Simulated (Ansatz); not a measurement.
# Li2H5Ir: the cost of one run

Method: DFT PBE, scalar-relativistic, plane waves, PAW, in Ansatz 0.2.0.

1 further run of the same task is left out (set aside as unsound or not needed). Runs told in other sessions of the task aren't counted.

## Step 1: Starting point

Symmetry: P4/mmm, No. 123, tetragonal system. The conventional cell has a = 4.812 Å, b = 4.812 Å, c = 3.264 Å, α = 90.00°, β = 90.00°, γ = 90.00°. Li (site symmetry mmm) has 10 H at 2.36 to 2.41 Å in its first shell of neighbours. H (site symmetry 4/mmm) has 2 Ir at 1.63 Å and 4 Li at 2.41 Å in its first shell of neighbours. H (site symmetry m2m) is surrounded by 1 Ir at 1.68 Å and 4 Li at 2.36 Å. Ir (site symmetry 4/mmm) is surrounded by 6 H at 1.63 to 1.68 Å.

As a file:

```
Li H Ir
1.0
     4.81246    0.00000    0.00000
     0.00000    4.81246    0.00000
     0.00000    0.00000    3.26443
Li H Ir
2 5 1
Direct
  0.00000 0.50000 0.50000
  0.50000 0.00000 0.50000
  0.00000 0.00000 0.50000
  0.24663 0.24663 0.00000
  0.75336 0.24663 0.00000
  0.75336 0.75336 0.00000
  0.24663 0.75336 0.00000
  0.00000 0.00000 0.00000
```

It is the end of an earlier relaxation with the same method, from a generated guess; it is a trial structure. At a tolerance of 0.05 Å it has space group P4/mmm (No. 123); it has 9.45 Å³/atom, an uncorrected energy of -0.30 eV/atom over the elements and, on its mesh, gap none (metal).

## Step 2: The cell scaled to 0.97 of its volume

Input file input.yaml:

```yaml
crystal:
  lattice:
    - [4.7638488399, 0.0, 0.0]
    - [0.0, 4.7638488399, 0.0]
    - [0.0, 0.0, 3.2314546949]
  atoms:
    - { symbol: Li, position: [0.0, 0.5, 0.5] }
    - { symbol: Li, position: [0.5, 0.0, 0.5] }
    - { symbol: H, position: [0.0, 0.0, 0.5] }
    - { symbol: H, position: [0.246635, 0.246635, 0.0] }
    - { symbol: H, position: [0.753365, 0.246635, 0.0] }
    - { symbol: H, position: [0.753365, 0.753365, 0.0] }
    - { symbol: H, position: [0.246635, 0.753365, 0.0] }
    - { symbol: Ir, position: [0.0, 0.0, 0.0] }
basis:
  ecutwfc: 420
kpoints:
  mp_grid: { grid: [8, 8, 12] }
hamiltonian:
  xc: pbe
scf:
  occupations: { method: gaussian, width: 0.1 }
output:
  forces: true
  stress: true
  eigenvalues: true
relax:
  adjacent_minimum: "off"
  f_tol: 0.01
  max_steps: 30
  cell: { stress_tol: 0.1, fix: [volume] }
```

The run is started by

```
$ ansatz run input.yaml --threads 4 --pin off --max-ram 8192MiB --backend cpu --events-out ev --progress --plain --runs-dir out
```

**Question.** How long does this run take on 4 threads of Arm Neoverse V1, shared host, and how much memory does it need?

About 10 s, with a peak of 0.48 GiB.
